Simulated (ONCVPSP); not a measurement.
# F: generating and testing an ONCV potential

Do these settings give a usable potential? It is generated, then checked for transferability, scattering, ghosts and hardness.

The numbers are computed with ONCVPSP 4.0.1.1 (patched build) (LDA (Perdew-Wang 92), scalar-relativistic, spin-unpolarised reference atom).

15 further runs of the same task are left out: 15 set aside as unsound or not needed.

### 1 The atom and the settings

Typed settings, in words:

| Quantity | Value |
| --- | --- |
| element | fluorine (F, Z = 9) |
| type | optimised norm-conserving Vanderbilt (ONCV) |
| frozen core | [He] |
| valence charge | 7 |
| reference configuration | 2s2 2p5 |
| partial waves | 2s: rc 0.75 bohr, ncon 3, nbas 7, qcut 11.1 1/bohr, 2 projectors, debl 0.5 Ha; 2p: rc 1.10 bohr, ncon 4, nbas 7, qcut 16 1/bohr, 2 projectors, debl 3.9 Ha; d scattering state at 0.28 Ha: rc 0.75 bohr, ncon 4, nbas 8, qcut 11.2 1/bohr, local |
| local potential | the d channel |
| core correction | Teter function, fcfact 4.25, rcfact 1.45 |

The nodes and maxima of the atom's own shells, from an earlier all-electron run, set the scale for the radii.

All-electron outer shells of the reference configuration (LDA (PZ), scalar-relativistic, ld1.x):

| shell | level (eV) | outermost node (bohr) | outermost maximum (bohr) |
| --- | --- | --- | --- |
| 1s | -658.96 | – | 0.12 |
| 2s | -29.65 | 0.24 | 0.77 |
| 2p | -11.29 | – | 0.71 |

### 2 Generation

File F.dat:

```
# ATOM AND REFERENCE CONFIGURATION
# atsym  z   nc   nv     iexc    psfile
  F 9.00    1    2  -001012      upf
#
#   n    l    f
    1    0    2.00
    2    0    2.00
    2    1    5.00
#
# PSEUDOPOTENTIAL AND OPTIMIZATION
# lmax
    2
#
#   l,   rc,      ep,       ncon, nbas, qcut
    0    0.75    0.00    3    7   11.10
    1    1.10    0.00    4    7   16.00
    2    0.75    0.28    4    8   11.20
#
# LOCAL POTENTIAL
# lloc, lpopt,  rc(5),   dvloc0
    2    5    0.75    0.00
#
# VANDERBILT-KLEINMAN-BYLANDER PROJECTORs
# l, nproj, debl
    0    2    0.50
    1    2    3.90
    2    0    2.90
#
# MODEL CORE CHARGE
# icmod, fcfact, rcfact
    3    4.25    1.45
#
# LOG DERIVATIVE ANALYSIS
# epsh1, epsh2, depsh
   -3.00    5.00    0.02
#
# OUTPUT GRID
# rlmax, drl
    6.00    0.01
#
# TEST CONFIGURATIONS
# ncnf
    4
# nvcnf
#   n    l    f
    2
    2    0    2.00
    2    1    4.00
#
    2
    2    0    2.00
    2    1    3.00
#
    2
    2    0    2.00
    2    1    2.00
#
    2
    2    0    1.00
    2    1    5.00
#
```

On the command line:

```bash
oncvpsp.x < F.dat > F.out
```

Output in F.out (without the consistency checks and plot data):

```text
ONCVPSP  (Optimized Norm-Conservinng Vanderbilt PSeudopotential)
scalar-relativistic version 4.0.1.1, modified

#   n    l    f        energy (Ha)
    1    0    2.00    -2.4215805E+01
    2    0    2.00    -1.0895829E+00
    2    1    5.00    -4.1509348E-01

Reference configufation results
  iterations    19
  all-electron total energy (Ha)   -9.91888721D+01

Begin loop to  construct optimized pseudo wave functions
and semi-local pseudopoentials for all angular momenta

WARNING wellstate: negative energy specified for n= 3 l=  0
WARNING scattering state with energy  0.25000000
WARNING will be used for the first projector

   Wellstate for l =  0  n =  3
     eigenvalue =   0.2500
     asymptotic potential =   0.7500
     half-point radius =  4.6751

Calculating optimized projector #   1

 for l=   0

    Fraction of norm inside rc  0.321277
    Optimizing pswf for qcut=  11.08 a_B^-1,  ecut=  61.35 Ha
    Residual kinetic energy error=  1.23D-04 Ha

    Energy error per electron        Cutoff
         Ha          eV             Ha
         0.01000     0.27211       35.83
         0.00100     0.02721       49.82
         0.00010     0.00272       64.17
         0.00001     0.00027      242.78

Calculating optimized projector #   2

 for l=   0

    Fraction of norm inside rc  0.036365
    Optimizing pswf for qcut=  11.08 a_B^-1,  ecut=  61.35 Ha
    Residual kinetic energy error=  1.90D-05 Ha

    Energy error per electron        Cutoff
         Ha          eV             Ha
         0.01000     0.27211       19.74
         0.00100     0.02721       39.04
         0.00010     0.00272       52.44
         0.00001     0.00027       79.81

   Wellstate for l =  1  n =  4
     eigenvalue =   3.4849
     asymptotic potential =   3.9849
     half-point radius =  2.5169

Calculating optimized projector #   1

 for l=   1

    Fraction of norm inside rc  0.594245
    Optimizing pswf for qcut=  16.02 a_B^-1,  ecut= 128.29 Ha
    Residual kinetic energy error=  6.22D-09 Ha

    Energy error per electron        Cutoff
         Ha          eV             Ha
         0.01000     0.27211       48.23
         0.00100     0.02721       64.35
         0.00010     0.00272       78.01
         0.00001     0.00027       89.51

Calculating optimized projector #   2

 for l=   1

    Fraction of norm inside rc  0.082101
    Optimizing pswf for qcut=  16.02 a_B^-1,  ecut= 128.29 Ha
    Residual kinetic energy error=  2.91D-09 Ha

    Energy error per electron        Cutoff
         Ha          eV             Ha
         0.01000     0.27211       48.39
         0.00100     0.02721       66.96
         0.00010     0.00272       82.82
         0.00001     0.00027       96.06

   Wellstate for l =  2  n =  3
     eigenvalue =   0.2800
     asymptotic potential =   0.7800
     half-point radius =  8.8825

Calculating optimized projector #   1

 for l=   2

    Fraction of norm inside rc  0.000108
    Optimizing pswf for qcut=  11.19 a_B^-1,  ecut=  62.59 Ha
    Residual kinetic energy error=  2.13D-07 Ha

    Energy error per electron        Cutoff
         Ha          eV             Ha
         0.01000     0.27211        0.86
         0.00100     0.02721        2.95
         0.00010     0.00272       10.98
         0.00001     0.00027       27.10

Construct Vanderbilt / Kleinmman-Bylander projectors

B matrix Hermiticity error, ll=   0
   1   2    6.1321E-05

  Orthonormal projector coefficients  1.5578E+01  3.1716E+00

B matrix Hermiticity error, ll=   1
   1   2   -2.2613E-04

  Orthonormal projector coefficients -6.0837E+00 -1.2837E+00

Model core correction analysis
  based on d2Exc/dn_idn_j

d2excae - all-electron derivatives

   -5.259464D-02   -4.621382D-02
   -4.621484D-02   -4.506321D-02

d2excps - pseudofunction derivatives with no core correction

   -5.337917D-02   -4.934208D-02
   -4.934275D-02   -4.810966D-02

rms 2nd derivative error    2.714138E-03

rmatch, rhocmatch    0.3218   20.7434

Teter function model core charge with specified parameters

d2excps - pseudofunction derivatives with core correction

   -5.214292D-02   -4.765027D-02
   -4.765114D-02   -4.571413D-02

rms 2nd derivative error    1.090197E-03

Pseudoatom total energy  -24.093777

Diagnostic tests using Vanderbilt-Kleinman-Bylander pseudopotentials
  1 or more projectors used as specified by nproj input data

   l    rcore       rmatch      e in        delta e   norm test  slope test

   0   0.7525286   0.7753770  -1.0895829   0.0000231   1.0000689   1.0025961
   0   0.7525286   0.7753770   0.2500000   0.0002097   1.0002005   1.0002005

   1   1.1035545   1.1370608  -0.4150935  -0.0000088   1.0000455   1.0000607
   1   1.1035545   1.1370608   3.4849065   0.0000427   1.0001947   1.0001947

   2   0.7525286   0.7753770   0.2800000   0.0000632   1.0000018   1.0000018

 Testing for bound ghosts
   n   l    E NL Schr. Eq   E Basis Diag.   E Cutoff

   1   0       -1.089560       -1.012848    329.40

   2   1       -0.415102       -0.398480    181.98

 Testing for highly-localized positive-energy ghosts
       l    <radius>/rc     E Basis Diag.   E Cutoff

Test configuration 0

   n   l     f        eae           eps        diff
   1   0  2.0000  -24.21580463
   2   0  2.0000   -1.08958287   -1.08955978    2.31D-05
   2   1  5.0000   -0.41509348   -0.41510230   -8.81D-06

    Total energies and differences
      AE_ref= -9.91888721D+01  AE_tst= -9.91888721D+01  dif=  0.00D+00
      PS_ref= -2.40937773D+01  PS_tst= -2.40937773D+01  dif=  4.97D-14
      PSP excitation error= -4.97D-14

Test configuration 1

   n   l     f        eae           eps        diff
   1   0  2.0000  -24.97733168
   2   0  2.0000   -1.73003278   -1.73018315   -1.50D-04
   2   1  4.0000   -1.04586209   -1.04536683    4.95D-04

    Total energies and differences
      AE_ref= -9.91888721D+01  AE_tst= -9.84701333D+01  dif=  7.19D-01
      PS_ref= -2.40937773D+01  PS_tst= -2.33751600D+01  dif=  7.19D-01
      PSP excitation error=  1.22D-04

Test configuration 2

   n   l     f        eae           eps        diff
   1   0  2.0000  -25.93603064
   2   0  2.0000   -2.48476370   -2.48444842    3.15D-04
   2   1  3.0000   -1.80514109   -1.80265248    2.49D-03

    Total energies and differences
      AE_ref= -9.91888721D+01  AE_tst= -9.70546157D+01  dif=  2.13D+00
      PS_ref= -2.40937773D+01  PS_tst= -2.19608888D+01  dif=  2.13D+00
      PSP excitation error=  1.37D-03

Test configuration 3

   n   l     f        eae           eps        diff
   1   0  2.0000  -27.07676834
   2   0  2.0000   -3.33555757   -3.33316006    2.40D-03
   2   1  2.0000   -2.67718527   -2.66970274    7.48D-03

    Total energies and differences
      AE_ref= -9.91888721D+01  AE_tst= -9.48224572D+01  dif=  4.37D+00
      PS_ref= -2.40937773D+01  PS_tst= -1.97333023D+01  dif=  4.36D+00
      PSP excitation error=  5.94D-03

Test configuration 4

   n   l     f        eae           eps        diff
   1   0  2.0000  -24.97478519
   2   0  1.0000   -1.73649635   -1.73602430    4.72D-04
   2   1  5.0000   -1.04943645   -1.04979231   -3.56D-04

    Total energies and differences
      AE_ref= -9.91888721D+01  AE_tst= -9.77845125D+01  dif=  1.40D+00
      PS_ref= -2.40937773D+01  PS_tst= -2.26896326D+01  dif=  1.40D+00
      PSP excitation error=  2.15D-04
```

It took 3.9 s on 1 thread of Neoverse-N1, shared host.

The projector energies used in the s channel were -1.090, 0.250 Ha; the program set a typed value aside.

All-electron and pseudo partial waves u(r) = r·R(r), from the program's wave files:

| r (bohr) | 2p AE | 2p PS |
| --- | --- | --- |
| 0.055 | 0.0511 | 0.0253 |
| 0.110 | 0.1617 | 0.0970 |
| 0.165 | 0.2923 | 0.2053 |
| 0.220 | 0.4216 | 0.3360 |
| 0.275 | 0.5389 | 0.4732 |
| 0.330 | 0.6395 | 0.6027 |
| 0.385 | 0.7220 | 0.7137 |
| 0.440 | 0.7869 | 0.8004 |
| 0.495 | 0.8354 | 0.8614 |
| 0.550 | 0.8694 | 0.8988 |
| 0.605 | 0.8909 | 0.9175 |
| 0.660 | 0.9019 | 0.9223 |
| 0.715 | 0.9041 | 0.9177 |
| 0.770 | 0.8992 | 0.9070 |
| 0.825 | 0.8885 | 0.8923 |
| 0.880 | 0.8733 | 0.8748 |
| 0.935 | 0.8547 | 0.8551 |
| 0.990 | 0.8334 | 0.8334 |
| 1.045 | 0.8101 | 0.8101 |
| 1.100 | 0.7855 | 0.7855 |
| 1.155 | 0.7600 | 0.7600 |
| 1.210 | 0.7339 | 0.7339 |
| 1.265 | 0.7076 | 0.7076 |
| 1.320 | 0.6814 | 0.6813 |
| 1.375 | 0.6553 | 0.6552 |
| 1.430 | 0.6295 | 0.6295 |

Densities times 4π (e/bohr³); a dash where the program caps the true core:

| r (bohr) | pseudo valence | true core | model core |
| --- | --- | --- | --- |
| 0.055 | 3.194 | – | 84.34 |
| 0.165 | 10.45 | – | 59.09 |
| 0.275 | 18.52 | 45.4 | 28.24 |
| 0.385 | 21.9 | 7.334 | 8.615 |
| 0.495 | 20.32 | 1.219 | 1.433 |
| 0.605 | 16.38 | 0.2089 | 0.08136 |
| 0.715 | 12.26 | 0.03636 | 0.0003194 |
| 0.825 | 8.872 | 0.006451 | 0.001178 |
| 0.935 | 6.348 | 0.001159 | 1.535e-06 |
| 1.045 | 4.516 | 0.0002106 | 7.559e-05 |
| 1.155 | 3.203 | 3.897e-05 | 8.315e-07 |
| 1.265 | 2.271 | 7.259e-06 | 8.791e-06 |
| 1.375 | 1.614 | 1.348e-06 | 3.954e-07 |

### 3 Transferability, from the output's test configurations

Excitation and ionisation energies from 2s2 2p5, with the error of the potential.

| valence configuration | charge | ΔE all-electron (eV) | error AE − PS (meV) |
| --- | --- | --- | --- |
| 2s2 2p4 | +1 | 19.558 | +3.3 |
| 2s2 2p3 | +2 | 58.076 | +37 |
| 2s2 2p2 | +3 | 118.816 | +162 |
| 2s1 2p5 | +1 | 38.215 | +5.9 |

### 4 Scattering by logarithmic derivatives

Taken from the files of the generation run. The phase is arctan(r·R′/R) of the radial function R, unwrapped, with energies in Ha. A pole is an energy at which the radial function vanishes at the test radius. The pseudo phase is shifted by a multiple of π to meet the all-electron one at the reference energy. Levels narrower than the energy grid can be missing from the poles. The last column is the largest difference on the grid between −0.5 and +0.5 Ha.

| channel | radius (bohr) | reference (Ha) | poles AE | poles PS | window around the reference with phases within 0.05 rad (Ha) | largest difference near zero (rad) |
| --- | --- | --- | --- | --- | --- | --- |
| s | 0.76 | -1.09 | none | none | the whole range | 0.000 |
| p | 1.12 | -0.42 | 1.38 | 1.38 | the whole range | 0.000 |
| d | 0.76 | 0.28 | none | none | the whole range | 0.000 |

Phases (rad) along the scan:

| E (Ha) | s AE | s PS | d AE | d PS |
| --- | --- | --- | --- | --- |
| -2.98 | -0.181 | -0.181 | 1.044 | 1.044 |
| -2.54 | -0.338 | -0.338 | 1.023 | 1.023 |
| -2.10 | -0.487 | -0.487 | 0.999 | 0.999 |
| -1.66 | -0.624 | -0.623 | 0.972 | 0.972 |
| -1.22 | -0.744 | -0.744 | 0.943 | 0.943 |
| -0.78 | -0.849 | -0.849 | 0.910 | 0.910 |
| -0.34 | -0.940 | -0.940 | 0.874 | 0.874 |
| 0.10 | -1.018 | -1.018 | 0.832 | 0.832 |
| 0.54 | -1.085 | -1.085 | 0.786 | 0.786 |
| 0.98 | -1.143 | -1.143 | 0.733 | 0.733 |
| 1.42 | -1.193 | -1.193 | 0.673 | 0.673 |
| 1.86 | -1.237 | -1.237 | 0.605 | 0.605 |
| 2.30 | -1.276 | -1.276 | 0.527 | 0.527 |
| 2.74 | -1.311 | -1.311 | 0.438 | 0.439 |
| 3.18 | -1.341 | -1.341 | 0.338 | 0.339 |
| 3.62 | -1.369 | -1.369 | 0.227 | 0.229 |
| 4.06 | -1.395 | -1.395 | 0.106 | 0.108 |
| 4.50 | -1.418 | -1.418 | -0.023 | -0.021 |
| 4.94 | -1.439 | -1.439 | -0.156 | -0.153 |

### 5 Convergence and ghost test

From the same output: the cutoffs (Ha) at which the residual kinetic energy of the hardest occupied pseudo-wave falls to 1 and 0.1 mHa per electron are 64 Ha and 78 Ha.

The program's own ghost test: no bound ghost flagged; no localised positive-energy state flagged.

Cutoff (Ha) at which the first wave of each channel reaches a given error (Ha per electron):

| error | s | p | d |
| --- | --- | --- | --- |
| 1.0e-02 | 35.8 | 48.2 | 0.9 |
| 3.2e-03 | 43.3 | 56.6 | 1.4 |
| 1.0e-03 | 49.8 | 64.3 | 3.0 |
| 3.2e-04 | 55.8 | 71.5 | 6.0 |
| 1.0e-04 | 64.2 | 78.0 | 11.0 |
| 3.2e-05 | 150.3 | 84.1 | 18.0 |
| 1.0e-05 | 242.8 | 89.5 | 27.1 |

### 6 What came out

| quantity | value |
| --- | --- |
| cutoffs for 1 and 0.1 mHa per electron, occupied waves | 64 Ha and 78 Ha |
| bound ghosts | none found |
| GHOST(+) flags | none at low energy |
| largest test error (AE − PS) | +162 meV, for 2s2 2p2 |
| largest phase difference near zero energy, channels read | 0.000 rad |
| rms error of d²Exc/dn², without and with the model core | 2.71 and 1.09 mHa |
| projector energies reset by the program | s: -1.090, 0.250 Ha |

**Reading.** By total energies transferability is fair for so large an energy: the largest error is 162 meV on 118.8 eV, for 2s2 2p2. That test lies far up in energy; among those under 40 eV, nearer to bonding, the largest error is 5.9 meV. By its cutoff, 64 Ha for the looser tolerance, it is hard. At the looser tolerance the 2p wave is the slowest; 2s needs 50 Ha. The program's ghost test flags no bound state. Near zero energy the phases of the channels with partial waves agree within 0.001 rad. All of this concerns the isolated atom, not yet a solid.
